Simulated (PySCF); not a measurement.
# MoI: bond curves at several levels of theory

One table from this session's results is given with a row withheld; the runs are named, their logs left out.

Program: PySCF 2.14.0. Level of theory: Mo def2-TZVPP with ECP28, I def2-TZVPP with ECP28, scalar-relativistic core potentials. These are calculated values, not measurements.

Set-up of the first run:

A driver script around PySCF takes these settings:

| Property | Result |
| --- | --- |
| atoms | Mo, I |
| charge | 0 |
| basis | Mo def2-TZVPP with ECP28, I def2-TZVPP with ECP28 |
| Hamiltonian | scalar-relativistic core potentials |
| basis functions | 106 |
| electrons treated | 39 |
| masses in u | 97.9054, 126.9045 |
| levels | PBE0, PBE, r²SCAN, M06-2X, LDA, B97-3, M06-L, ωB97M-V, HF, MP2, SCS-MP2 |
| grid | 80 radial by 434 angular points |
| occupations | held fixed by the projection of orbital angular momentum |
| dissociation limit | Mo + I, each in its ground configuration |
| starting distance in angstrom | 2.605 |
| values of 2S to try | 1, 3, 5, 7, 9 |

The run is started by

```
OMP_NUM_THREADS=2 python dia.py task.json out
```

Among the steps run: Input; The PBE0 curve of the state that the search chose; Higher solutions at PBE0; PBE; r²SCAN; M06-2X; LDA; B97-3; M06-L; ωB97M-V; UHF.

One table of the session follows, with a row left open; its other results are not shown here.

Energy (eV) from each level's lowest point:

```
R (Å)    UHF  UHF-MP2  UHF-SCS-MP2    LDA    PBE
2.271  1.656    0.907        1.017  0.736  0.948
2.377  0.869    0.358        0.432  0.258  0.390
2.482      ?        ?            ?      ?      ?
2.562  0.177    0.003        0.024  0.000  0.015
2.641  0.054    0.000        0.000  0.029  0.000
2.720  0.000    0.052        0.033  0.108  0.040
2.826  0.005    0.181        0.139  0.268  0.152
2.958  0.094    0.399        0.332  0.516  0.348
3.116  0.273    0.701        0.608  0.844  0.623
3.328  0.566    1.117        1.000  1.277  0.999
```

**Question.** Estimate the row for R (Å) = 2.482.

Worked estimate for «UHF». A straight line through the neighbours (2.377, 0.869) and (2.562, 0.177) gives 0.869 + (0.177 − 0.869) × (2.482 − 2.377) / (2.562 − 2.377) = 0.476; a parabola fitted to 4 rows on both sides gives 0.379.

As computed: UHF: 0.391; UHF-MP2: 0.083; UHF-SCS-MP2: 0.126; LDA: 0.043; PBE: 0.105. In «UHF» the line misses by +0.085 and the parabola by -0.012.

To keep in mind: At some levels the lowest empty orbital lies below the highest filled one (the two can be of opposite spin).
